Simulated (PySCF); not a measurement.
# C4H8F2O2: the cost of one run

Computed with PySCF 2.14.0, with density-fitted response routines of our own, on a single molecule in the gas phase. Atoms are numbered from 0 throughout.

## (1) Starting geometry

16 atoms, charge 0, multiplicity 1; geometry from: GFN2-xTB.

Bonds of the start (Å): C0–O1 1.42, O1–C2 1.36, C2–F3 1.38, C2–C4 1.53, C4–F5 1.38, C4–O6 1.36, O6–C7 1.42, C0–H8 1.09, C0–H9 1.09, C0–H10 1.09, C2–H11 1.10, C4–H12 1.10, C7–H13 1.09, C7–H14 1.09, C7–H15 1.09.

## (2) TDDFT and polarisability: CAM-B3LYP/def2-SVPD

The job: settings as JSON, then the geometry in Å.

```
{"job": {"kind": "uv", "xc": "CAM-B3LYP", "basis": "def2-SVPD", "nstates": 8, "ntriplets": 3}, "charge": 0, "multiplicity": 1}
C     -2.646098    -0.654401     0.539299
O     -1.296505    -0.326748     0.838891
C     -0.765690     0.643499     0.043877
F     -1.313015     1.874200     0.362511
C      0.745877     0.703307     0.293936
F      1.270598     1.753770    -0.438312
O      1.297857    -0.473123    -0.115092
C      2.661734    -0.634429     0.249600
H     -2.736493    -1.007975    -0.492452
H     -2.919659    -1.447729     1.229883
H     -3.299680     0.208831     0.688290
H     -0.967926     0.495896    -1.030512
H      0.947633     0.944778     1.351265
H      2.962875    -1.599884    -0.148036
H      3.277360     0.155751    -0.187778
H      2.773532    -0.626798     1.338184
```

Method: TDDFT CAM-B3LYP/def2-SVPD, vertical, gas phase, core orbitals frozen in the response.

The run is started by

```bash
$ OMP_NUM_THREADS=1 python probes_run.py task.json out
```

One launch serves the whole session: the jobs run in the order shown.

**Question.** How long does this job take on 1 thread of Arm Neoverse V1, shared host, and how much memory does it need?

About 76 s, with a peak of 1.1 GiB.
